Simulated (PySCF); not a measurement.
# CH5Cl2GeP: the cost of one run

Programs: PySCF 2.14.0, with routines of our own; each step states its level. All values are computed. Atoms count from 0.

## 1. The starting structure

10 atoms, charge 0, multiplicity 1; geometry from: GFN2-xTB.

## 2. Relaxing the molecule at PBE0-D3(BJ)/def2-SVP

What the job is given:

```
{"job": {"xc": "PBE0", "basis": "def2-SVP", "d3": "d3bj", "grid": 1, "maxiter": 30, "shake": 0.01, "kind": "geom"}, "charge": 0, "multiplicity": 1}
C     -1.608340    -0.465860    -0.068130
Ge     0.135020     0.502090     0.005870
P      2.001280    -0.716980    -0.729070
Cl     0.404610     1.209060     2.031520
Cl    -0.055530     2.274420    -1.188050
H     -1.616700    -1.313180     0.563270
H     -1.825060    -0.746200    -1.093150
H     -2.397820     0.235810     0.259510
H      2.141160    -1.320600     0.541850
H      2.871810     0.320510    -0.344700
```

Command:

```bash
$ OMP_NUM_THREADS=1 python heavy_run.py task.json out
```

The driver reads the jobs from task.json and runs them one after another.

**Question.** How long does this first job take on 1 thread of Arm Neoverse V1, shared host, and how much memory does it need?

About 57 s, with a peak of 0.54 GiB.
